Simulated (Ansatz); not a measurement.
# CH7InO3Si: up Jacob's ladder to CCSD(T)

One table from this session's results is given with a row withheld; the runs are named, their logs left out.

Program: Ansatz 0.2.0, Gaussian basis. Level of theory: functionals in def2-TZVPP, the program's frozen cores in correlated methods. These are calculated values, not measurements.

Plan: LDA (SPW92), PBE-D4, revPBE-D4, BLYP-D4, r2SCAN-D4, B97M-V, PBE0-D4, B3LYP-D4, r2SCANh-D4, r2SCAN0-D4, HSE06-D4, BHLYP-D4, CAM-B3LYP-D4, LC-ωPBE, ωB97X-V, ωB97M-V, B2PLYP, PBE-QIDH; CCSD(T)/def2-SVP; CCSD(T)/def2-TZVPP; MP2/def2-QZVPP; extrapolation to the limit; RPA on PBE.

4 further runs of the same task are left out: 4 that didn't finish.

## Structure used throughout

An earlier PBE0-D4 in a triple-zeta def2 set relaxation fixed the geometry. In takes the def2 core potential; no spin-orbit term is included.

SMILES `C[O][In]([OH])[O][SiH3]`, 13 atoms, charge 0, spin multiplicity 1.

Atoms are counted from 1 here; the program's logs count them from 0.

Bond lengths: C1–O2 1.410 Å, C1–H7 1.097 Å, C1–H8 1.094 Å, C1–H9 1.097 Å, O2–In3 1.962 Å, In3–O4 1.959 Å, In3–O5 1.981 Å, O4–H10 0.962 Å, O5–Si6 1.627 Å, Si6–H11 1.492 Å, Si6–H12 1.487 Å, Si6–H13 1.492 Å. Angles: O2–C1–H7 112.9°, O2–C1–H8 107.7°, O2–C1–H9 112.7°, H7–C1–H8 107.7°, H7–C1–H9 107.9°, H8–C1–H9 107.8°, C1–O2–In3 120.7°, O2–In3–O4 124.9°, O2–In3–O5 119.1°, O4–In3–O5 116.0°, In3–O4–H10 110.7°, In3–O5–Si6 138.6°, O5–Si6–H11 111.6°, O5–Si6–H12 109.3°, O5–Si6–H13 111.5°, H11–Si6–H12 108.5°, H11–Si6–H13 107.4°, H12–Si6–H13 108.5°.

The first run:

Input file in.yaml:

```yaml
crystal:
  periodic: [false, false, false]
  atoms:
    - {symbol: C, position_ang: [0.056181, -1.545428, 1.500521]}
    - {symbol: O, position_ang: [1.335904, -1.167400, 1.045541]}
    - {symbol: In, position_ang: [1.540538, 0.214160, -0.332420]}
    - {symbol: O, position_ang: [3.252276, 0.820585, -1.067834]}
    - {symbol: O, position_ang: [-0.077814, 1.094759, -1.059738]}
    - {symbol: Si, position_ang: [-1.692353, 1.031448, -0.866177]}
    - {symbol: H, position_ang: [-0.510214, -0.707507, 1.926116]}
    - {symbol: H, position_ang: [0.191074, -2.290602, 2.290373]}
    - {symbol: H, position_ang: [-0.555588, -2.000805, 0.711877]}
    - {symbol: H, position_ang: [3.114270, 1.506688, -1.727201]}
    - {symbol: H, position_ang: [-2.225281, -0.333901, -1.147378]}
    - {symbol: H, position_ang: [-2.337806, 1.991245, -1.801064]}
    - {symbol: H, position_ang: [-2.091186, 1.386758, 0.527375]}
basis:
  gaussian: {orbitals: def2-TZVPP}
hamiltonian: {xc: lda}
output: {orbitals: {seedname: orbitals}}
```

The run is started by

```sh
$ ansatz run in.yaml --threads 2 --pin off --events-out ev --progress --plain --max-ram 32768MiB --backend cpu
```

Steps of the session up to this table: LDA; PBE-D4 (GGA); revPBE-D4 (GGA); BLYP-D4 (GGA); r2SCAN-D4 (meta-GGA); B97M-V (meta-GGA); PBE0-D4 (hybrid); B3LYP-D4 (hybrid); r2SCANh-D4 (hybrid); r2SCAN0-D4 (hybrid); HSE06-D4 (hybrid); BHLYP-D4 (hybrid); CAM-B3LYP-D4 (range-separated); LC-ωPBE (range-separated); ωB97X-V (range-separated); ωB97M-V (range-separated); B2PLYP (double hybrid); PBE-QIDH (double hybrid).

One table of the session follows, with a row left open; its other results are not shown here.

It belongs to the step «Orbital energies across the functionals». 

| functional | HOMO (eV) | LUMO (eV) | gap (eV) |
| --- | --- | --- | --- |
| LDA (SPW92) | -6.64 | -3.38 | 3.26 |
| PBE-D4 | -6.47 | -3.06 | 3.41 |
| revPBE-D4 | -6.40 | -2.93 | 3.47 |
| BLYP-D4 | -6.39 | -3.04 | 3.36 |
| r2SCAN-D4 | -6.78 | -2.83 | 3.95 |
| B97M-V | -6.91 | -3.02 | 3.89 |
| PBE0-D4 | -8.01 | -2.14 | 5.88 |
| B3LYP-D4 | ? | ? | ? |
| r2SCANh-D4 | -7.36 | -2.50 | 4.87 |
| r2SCAN0-D4 | -8.24 | -2.00 | 6.24 |
| HSE06-D4 | -7.60 | -2.51 | 5.10 |
| BHLYP-D4 | -9.53 | -1.29 | 8.24 |
| CAM-B3LYP-D4 | -9.48 | -1.20 | 8.28 |
| LC-ωPBE | -10.80 | 0.17 | 10.97 |
| ωB97X-V | -10.48 | -0.06 | 10.42 |
| ωB97M-V | -10.42 | -0.29 | 10.13 |

Q: Estimate the row for B3LYP-D4 from the others.

Worked estimate for «HOMO (eV)». Against the share of exact exchange, BLYP-D4 (0, -6.39), BHLYP-D4 (0.5, -9.53) give a slope of -6.28 per unit share; at 0.2 the line stands at -7.65.

The run gave: HOMO (eV): -7.79; LUMO (eV): -2.48; gap (eV): 5.31. In «HOMO (eV)» the line misses by +0.14.
